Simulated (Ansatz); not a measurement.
# FH₃SSn, SMILES [F][SnH2][SH]: the energy of protonation at one site

With Ansatz 0.2.0, Python API.

The cells in order, each with its output:

**Cell 1**
```python
import ansatz as az
import numpy as np
```

**Cell 2**
```python
GEOMETRY = """
F    -1.88510    0.02840    0.71660
Sn   -0.37310   -0.02900   -0.44410
S     1.49130   -0.79600    0.82910
H    -0.60370   -1.13220   -1.75940
H    -0.02030    1.55410   -1.11250
H     1.43290    0.31070    1.72410
"""

molecule = az.Crystal.molecule()
for line in GEOMETRY.strip().splitlines():
    symbol, *xyz = line.split()
    molecule = molecule.atom(symbol, [float(v) for v in xyz])
```

**Cell 3**
```python
calc = (
    molecule.calculation()
    .basis(gaussian="def2-SVP")
    .functional("r2SCAN")
    .accuracy("medium")
)
symbols = [site.symbol for site in molecule.cartesian_sites]
start = np.array([site.position_ang for site in molecule.cartesian_sites], dtype=float)
report = calc.relax(force_tolerance=0.01).run().report
end = np.array(report["positions_ang"])

# put the proton on the side away from the neighbours, slightly off axis
away = sum((end[2] - end[j]) / np.linalg.norm(end[2] - end[j]) for j in [1, 5]) + np.array([0.15, 0.1, -0.2])
proton = end[2] + 1.4 * away / np.linalg.norm(away)
acid = az.Crystal.molecule()
for symbol, place in zip(symbols, end):
    acid = acid.atom(symbol, place.tolist())
acid = acid.atom("H", proton.tolist())
protonated = acid.calculation()
protonated = protonated.basis(gaussian="def2-SVP")
protonated = protonated.functional("r2SCAN")
protonated = protonated.accuracy("medium")
protonated = protonated.charge(1)
protonated = protonated.relax(force_tolerance=0.01, max_steps=80)
after = protonated.run().report
xyz = np.array(after["positions_ang"])
reach = np.linalg.norm(xyz[:-1] - xyz[-1], axis=1)
print(f"base {report['free_energy_ev']:.5f} eV, protonated {after['free_energy_ev']:.5f} eV")
print(f"the proton ends {reach.min():.3f} A from {symbols[reach.argmin()]}{reach.argmin()}")
print(f"electronic proton affinity {23.060548 * (report['free_energy_ev'] - after['free_energy_ev']):.1f} kcal/mol")
```
Output:
```text
base -19428.16169 eV, protonated -19436.36668 eV
the proton ends 1.359 A from S2
electronic proton affinity 189.2 kcal/mol
```

What to keep in mind:
- These settings explore the input space; basis and method may be short of convergence.
- The proton is put on one chosen atom, which needn't be the most basic site, so the molecule's proton affinity can be higher; the ends are stationary points, not checked by frequencies, and zero-point and thermal terms count only where printed.
- def2 sets replace the cores of elements past krypton by effective core potentials.
- Wall time of the script: 3.1 min on 1 thread of Arm Neoverse V1, with other jobs on the host, peak memory 0.23 GiB.

(Lines on the test bed's own set-up are left out of the output.)
